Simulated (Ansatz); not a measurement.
**CH5FGeOSi: small, medium and large basis sets**

An exercise on one series of results from a longer session: the logs are not shown, and one member is left open.

Method: one geometry, several basis sets; program: Ansatz 0.2.0, Gaussian basis.

Levels to be run: PBE0-D4/def2-SVP; ωB97M-V/def2-SVP; PBE0-D4/def2-QZVPP; ωB97M-V/def2-QZVPP; the functionals' def2-TZVPP values are taken from earlier runs.

**The relaxed structure**

All runs share one geometry, relaxed beforehand with PBE0-D4 in a triple-zeta def2 set.

SMILES `F[C@H]1O[Si@H]1[GeH3]`, 10 atoms, charge 0, spin multiplicity 1.

Atoms are counted from 1 here; the program's logs count them from 0.

Bond lengths: F1–C2 1.362 Å, C2–O3 1.409 Å, C2–Si4 1.827 Å, C2–H6 1.089 Å, O3–Si4 1.694 Å, Si4–Ge5 2.369 Å, Si4–H7 1.485 Å, Ge5–H8 1.531 Å, Ge5–H9 1.536 Å, Ge5–H10 1.537 Å. Angles: F1–C2–O3 112.7°, F1–C2–Si4 120.8°, F1–C2–H6 109.2°, O3–C2–Si4 61.5°, O3–C2–H6 114.0°, Si4–C2–H6 127.3°, C2–O3–Si4 71.5°, C2–Si4–O3 47.0°, C2–Si4–Ge5 120.7°, C2–Si4–H7 120.4°, O3–Si4–Ge5 116.2°, O3–Si4–H7 114.1°, Ge5–Si4–H7 117.4°, Si4–Ge5–H8 109.3°, Si4–Ge5–H9 109.8°, Si4–Ge5–H10 108.9°, H8–Ge5–H9 110.0°, H8–Ge5–H10 110.1° and more.

The first run:

in.yaml

```yaml
crystal:
  periodic: [false, false, false]
  atoms:
    - {symbol: F, position_ang: [0.188251, -1.947059, 1.381730]}
    - {symbol: C, position_ang: [-0.524149, -1.778143, 0.233621]}
    - {symbol: O, position_ang: [-1.579512, -0.856398, 0.379414]}
    - {symbol: Si, position_ang: [-0.443391, -0.206671, -0.695319]}
    - {symbol: Ge, position_ang: [0.838793, 1.612958, 0.114006]}
    - {symbol: H, position_ang: [-0.834484, -2.752420, -0.142285]}
    - {symbol: H, position_ang: [-0.910025, -0.141294, -2.103634]}
    - {symbol: H, position_ang: [1.365920, 1.277162, 1.511913]}
    - {symbol: H, position_ang: [-0.030304, 2.878266, 0.169896]}
    - {symbol: H, position_ang: [2.011999, 1.862400, -0.846342]}
basis:
  gaussian: {orbitals: def2-SVP}
hamiltonian: {xc: pbe0, dispersion: d4}
output: {orbitals: {seedname: orbitals}}
```

Among the steps run: PBE0-D4 in def2-SVP; ωB97M-V in def2-SVP; PBE0-D4 in def2-QZVPP; ωB97M-V in def2-QZVPP.

One table of the session follows, with a row left open; its other results are not shown here.

It belongs to the step «Density functionals: the series». 

```
functional       basis  HOMO (eV)
   PBE0-D4    def2-SVP      -7.42
   PBE0-D4  def2-TZVPP      -7.48
   PBE0-D4  def2-QZVPP      -7.51
   ωB97M-V    def2-SVP      -9.60
   ωB97M-V  def2-TZVPP          ?
   ωB97M-V  def2-QZVPP      -9.72
```

Q: Estimate the row for ωB97M-V, def2-TZVPP from the others.

The run gave: HOMO (eV): -9.69. In the column «HOMO (eV)» it lies between ωB97M-V, def2-QZVPP (-9.72) and ωB97M-V, def2-SVP (-9.60).
